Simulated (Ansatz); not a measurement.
# CH5GeN: the cost of one run

Computed with the Python package of Ansatz 0.2.0. Level of theory: MP2/def2-SVP.

### Step 1. The structure

Bond lengths: C1–N2 1.216 Å, N2–Ge3 1.841 Å, C1–H4 1.049 Å, C1–H5 1.132 Å, Ge3–H6 1.559 Å, Ge3–H7 1.606 Å, Ge3–H8 1.492 Å. Angles: C1–N2–Ge3 120.2°, N2–C1–H4 123.1°, N2–C1–H5 121.9°, H4–C1–H5 114.9°, N2–Ge3–H6 109.4°, N2–Ge3–H7 108.4°, N2–Ge3–H8 110.8°, H6–Ge3–H7 107.7°, H6–Ge3–H8 111.7°, H7–Ge3–H8 108.8°.

No structure file is read: the coordinates are typed or built in the script.

### Step 2. The code

Input file pa_ch5gen.py:

```python
# -*- coding: utf-8 -*-
"""Adding a proton to CH5GeN."""

import warnings

import ansatz as az
from ase import Atoms
import numpy as np

warnings.simplefilter("ignore", az.DeckWarning)

atoms = Atoms(["C", "N", "Ge", "H", "H", "H", "H", "H"], positions=[
    (-0.5314, 1.0188, -0.9876),
    (0.492, 0.4358, -0.687),
    (0.487, -0.7955, 0.681),
    (-1.4338, 0.8971, -0.4673),
    (-0.5647, 1.7746, -1.8294),
    (0.1113, -0.0843, 2.0166),
    (1.974, -1.3817, 0.8417),
    (-0.4423, -1.9219, 0.3763),
])
geometry = az.Crystal.molecule_from_ase(atoms)

calc = geometry.calculation().basis(gaussian="def2-SVP").correlation("mp2")
symbols = [site.symbol for site in geometry.cartesian_sites]
start = np.array([site.position_ang for site in geometry.cartesian_sites], dtype=float)
summary = calc.relax(force_tolerance=0.01, max_steps=100).run(threads=1, pin="off").report
end = np.array(summary["positions_ang"])

# start the new hydrogen opposite the existing bonds
away = sum((end[1] - end[j]) / np.linalg.norm(end[1] - end[j]) for j in [0, 2]) + np.array([0.15, 0.1, -0.2])
proton = end[1] + 1.0 * away / np.linalg.norm(away)
acid = az.Crystal.molecule()
for symbol, place in zip(symbols, end):
    acid = acid.atom(symbol, place.tolist())
acid = acid.atom("H", proton.tolist())
protonated = acid.calculation()
protonated = protonated.basis(gaussian="def2-SVP")
protonated = protonated.correlation("mp2")
protonated = protonated.charge(1)
protonated = protonated.relax(force_tolerance=0.01, max_steps=80)
after = protonated.run(threads=1, pin="off").report
xyz = np.array(after["positions_ang"])
reach = np.linalg.norm(xyz[:-1] - xyz[-1], axis=1)
print(f"base {summary['free_energy_ev']:.5f} eV, protonated {after['free_energy_ev']:.5f} eV")
print(f"the proton ends {reach.min():.3f} A from {symbols[reach.argmin()]}{reach.argmin()}")
print(f"electronic proton affinity {23.060548 * (summary['free_energy_ev'] - after['free_energy_ev']):.1f} kcal/mol")
```

### Step 3. The calls as engine input

The package turns the script's settings into the engine's input (first run):

```yaml
crystal:
  periodic: [false, false, false]
  atoms:
    - { symbol: C, position_ang: [-0.5314, 1.0188, -0.9876] }
    - { symbol: "N", position_ang: [0.492, 0.4358, -0.687] }
    - { symbol: Ge, position_ang: [0.487, -0.7955, 0.681] }
    - { symbol: H, position_ang: [-1.4338, 0.8971, -0.4673] }
    - { symbol: H, position_ang: [-0.5647, 1.7746, -1.8294] }
    - { symbol: H, position_ang: [0.1113, -0.0843, 2.0166] }
    - { symbol: H, position_ang: [1.974, -1.3817, 0.8417] }
    - { symbol: H, position_ang: [-0.4423, -1.9219, 0.3763] }
basis:
  gaussian:
    orbitals: def2-SVP
correlation:
  method: mp2
relax:
  f_tol: 0.01
  max_steps: 100
```

### Step 4. The run

Started as:

```
$ python pa_ch5gen.py
```

**Question.** How long does this script take on 1 thread of AMD EPYC 7B13 (Zen 3), shared host, and how much memory does it need?

About 2 min, with a peak of 0.28 GiB.
